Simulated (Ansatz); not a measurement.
# F4H2OSi: the cost of one run

Program: Ansatz 0.2.0, Gaussian basis. Level of theory: PBE0-D4, def2-SVP first, then def2-TZVP. These are calculated values, not measurements.

152 further runs of the same task are left out: 152 set aside as unsound or not needed.

### 1 The starting structure

The guess: 8 atoms, charge 0, spin multiplicity 1.

Atoms are counted from 1 here; the program's logs count them from 0.

Bond lengths: Si1–F3 1.579 Å, Si1–F4 1.578 Å, Si1–F5 1.603 Å, Si1–O7 1.694 Å, H6–O7 1.168 Å, O7–H8 0.962 Å. Angles: F3–Si1–F4 121.9°, F3–Si1–F5 99.3°, F3–Si1–O7 115.8°, F4–Si1–F5 99.3°, F4–Si1–O7 115.9°, F5–Si1–O7 96.6°, Si1–O7–H6 88.5°, Si1–O7–H8 127.6°, H6–O7–H8 143.9°.

Geometry (Å):

```
Si   -0.47030   -0.14810   -0.36710
F     0.45630   -1.38440    0.84170
F     0.00860   -1.07930   -1.54830
F    -1.77860   -0.45610    0.46000
F    -0.99310    1.10410   -1.22100
H     1.01930   -0.31950    1.00430
O     0.75270    0.67980    0.46260
H     1.00500    1.60340    0.36780
```

Distances that are to change: Si1–O7 1.69 Å, F2–H6 1.22 Å, Si1–F2 1.96 Å, H6–O7 1.17 Å.

### 2 Constrained relaxation of the guess

Input file hold/in.yaml:

```yaml
crystal:
  periodic: [false, false, false]
  atoms:
    - {symbol: Si, position_ang: [-0.470300, -0.148100, -0.367100]}
    - {symbol: F, position_ang: [0.456300, -1.384400, 0.841700]}
    - {symbol: F, position_ang: [0.008600, -1.079300, -1.548300]}
    - {symbol: F, position_ang: [-1.778600, -0.456100, 0.460000]}
    - {symbol: F, position_ang: [-0.993100, 1.104100, -1.221000]}
    - {symbol: H, position_ang: [1.019300, -0.319500, 1.004300]}
    - {symbol: O, position_ang: [0.752700, 0.679800, 0.462600]}
    - {symbol: H, position_ang: [1.005000, 1.603400, 0.367800]}
basis:
  gaussian: {orbitals: def2-SVP}
hamiltonian: {xc: pbe0, dispersion: d4}
relax: {f_tol: 0.04, max_steps: 150, escape_saddle: false, constraints: [{distance: [0, 6]}, {distance: [1, 5]}, {distance: [0, 1]}, {distance: [5, 6]}]}
```

Started as:

```
$ ansatz run in.yaml --threads 8 --pin off --events-out ev --progress --plain --max-ram 19148MiB
```

**Question.** How long does this run take on 8 threads of Arm Neoverse V1, shared host?

About 4.6 s.
